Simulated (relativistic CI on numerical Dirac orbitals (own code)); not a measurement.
**Er³⁺: one ion under different settings**

Aim: see what numerical and physical settings do to the SCF, the total energy and the lowest levels of Er³⁺.

Method: Dirac-Coulomb-Breit CI, KLI orbitals optimised for each configuration, model QED (radiative potential, 1s self-energy scaled to tabulated hydrogen-like ionisation energies), numerical settings as typed. Code: relativistic CI on numerical Dirac orbitals (own code) version 3.

## Step 1: Starting point

- ion: Er³⁺ (Er IV)
- nuclear charge: 68
- electrons: 65
- isotope: A = 166

## Step 2: The usual input

Settings, as recorded:

```ini
atom Er  Z=68  charge=3  electrons=65
nucleus A=166  rms_radius_fm=5.2516
hamiltonian dirac-coulomb  breit=on  qed=on  c_scale=1
orbitals kli  potential=per-configuration
slater_scale 1
correlation none
mixing on
grid step=0.0125 r_max=64.9
scf mixing=0.4 start=green max_iterations=150 tolerance=2e-08 node_fill=0.05
configurations
  [Xe] 4f11
  [Xe] 4f10 6s
  [Kr] 4d10 4f13 5s2 5p4
  [Kr] 4d10 4f12 5s2 5p5
end
```

Launch:

```
> python run_levels.py task.json out
```

The settings of every run stand in task.json; they run in order.

## Step 3: Potential mixing 0.7, node fill 0.2, iteration limit 30

Changes to the settings of step 2:

```diff
@@ -8,3 +8,3 @@
 grid step=0.0125 r_max=64.9
-scf mixing=0.4 start=green max_iterations=150 tolerance=2e-08 node_fill=0.05
+scf mixing=0.7 start=green max_iterations=30 tolerance=2e-08 node_fill=0.2
 configurations
```

## Step 4: Tolerance 1e-06, Slater scale 0.6, node fill 0.01

Changes to the settings of step 3:

```diff
@@ -4,3 +4,3 @@
 orbitals kli  potential=per-configuration
-slater_scale 1
+slater_scale 0.6
 correlation none
@@ -8,3 +8,3 @@
 grid step=0.0125 r_max=64.9
-scf mixing=0.7 start=green max_iterations=30 tolerance=2e-08 node_fill=0.2
+scf mixing=0.4 start=green max_iterations=150 tolerance=1e-06 node_fill=0.01
 configurations
```

## Step 5: Nuclear radius 5.7768, QED terms off

Settings, as recorded:

```ini
atom Er  Z=68  charge=3  electrons=65
nucleus A=166  rms_radius_fm=5.7768
hamiltonian dirac-coulomb  breit=on  qed=off  c_scale=1
orbitals kli  potential=per-configuration
slater_scale 1
correlation none
mixing on
grid step=0.0125 r_max=64.9
scf mixing=0.4 start=green max_iterations=150 tolerance=2e-08 node_fill=0.05
configurations
  [Xe] 4f11
  [Xe] 4f10 6s
  [Kr] 4d10 4f13 5s2 5p4
  [Kr] 4d10 4f12 5s2 5p5
end
```

## Step 6: Slater scale 0.6, node fill 0.01

Settings, as recorded:

```ini
atom Er  Z=68  charge=3  electrons=65
nucleus A=166  rms_radius_fm=5.2516
hamiltonian dirac-coulomb  breit=on  qed=on  c_scale=1
orbitals kli  potential=per-configuration
slater_scale 0.6
correlation none
mixing on
grid step=0.0125 r_max=64.9
scf mixing=0.4 start=green max_iterations=150 tolerance=2e-08 node_fill=0.01
configurations
  [Xe] 4f11
  [Xe] 4f10 6s
  [Kr] 4d10 4f13 5s2 5p4
  [Kr] 4d10 4f12 5s2 5p5
end
```

(Steps that only read results are left out.)

**Question.** What will these runs give? Wanted: lowest level, usual settings; total energy; first excitation.

**Answer**, as computed:

| setting | total energy less usual (Ha) | largest shift of a level among the lowest eight of both runs, same label and place (cm⁻¹) | SCF iterations | time | lowest level | kind of change |
| --- | --- | --- | --- | --- | --- | --- |
| usual | 0 | 0 | 55 | 0.47 s | 4f11 5p6 4I°15/2 | - |
| potential mixing 0.7, node fill 0.2, iteration limit 30 | 0.00852 | 351 | 67 | 0.56 s | 4f11 5p6 4I°15/2 | numerical |
| tolerance 1e-06, Slater scale 0.6, node fill 0.01 | 0.0661 | 8420 | 46 | 0.49 s | 4f11 5p6 4I°15/2 | model term |
| nuclear radius 5.7768, QED terms off | -8.38 | 39.4 | 55 | 0.44 s | 4f11 5p6 4I°15/2 | unphysical constant |
| Slater scale 0.6, node fill 0.01 | 0.0661 | 8420 | 54 | 0.45 s | 4f11 5p6 4I°15/2 | model term |

```
                    quantity             value
lowest level, usual settings  4f11 5p6 4I°15/2
                total energy    -13069.6195 Ha
            first excitation       6411.8 cm⁻¹
```

In words: Among the runs whose levels can be followed, they move most under «tolerance 1e-06, Slater scale 0.6, node fill 0.01» (model term), by up to 8420 cm⁻¹. Only the listed configurations are in the model. Near neutrality, missing correlation can shift configurations against each other by thousands of cm⁻¹.
